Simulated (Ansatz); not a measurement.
Crystal: SrCd.

```
Cd Sr
1.0
     4.00300    0.00000    0.00000
     0.00000    4.00300    0.00000
     0.00000    0.00000    4.00300
Cd Sr
1 1
Direct
  0.00000 0.00000 0.00000
  0.50000 0.50000 0.50000
```

| Quantity | Value |
| --- | --- |
| Program | Ansatz 0.2.0 |
| Task | relaxation of cell and atoms |
| Functional | PBE |
| Potentials or basis | Ansatz PAW |
| Cutoff | 420 eV (not typed: the program's choice for these potentials) |
| k mesh | 7 × 7 × 7 |
| Occupations | fermi-dirac, width 0.05 eV |
| Spin | no spin polarisation |

At the start: volume 32.07 Å³/atom.

**Question.** How do energy, volume and symmetry change on relaxing?

**Answer.** It ends after 4 steps and the volume is 33.92 Å³/atom (+5.8 %); space group Pm-3m (No. 221, to 0.05 Å).

The path:
| step | energy change (eV) | largest force (eV/Å) | volume (Å³) |
| --- | --- | --- | --- |
| 1 | 0.0000 | 0.0000 | 64.14 |
| 2 | -0.0158 | 0.0000 | 66.71 |
| 3 | -0.0174 | 0.0000 | 67.84 |
| 4 | -0.0180 | 0.0000 | 67.84 |

Final structure:
```
Cd Sr
1.0
     4.07843    0.00000    0.00000
     0.00000    4.07843    0.00000
     0.00000    0.00000    4.07843
Cd Sr
1 1
Direct
  0.00000 0.00000 0.00000
  0.50000 0.50000 0.50000
```

Caveat: the plane-wave basis is chosen anew once the cell has moved, so the energies of steps on either side of that aren't comparable.
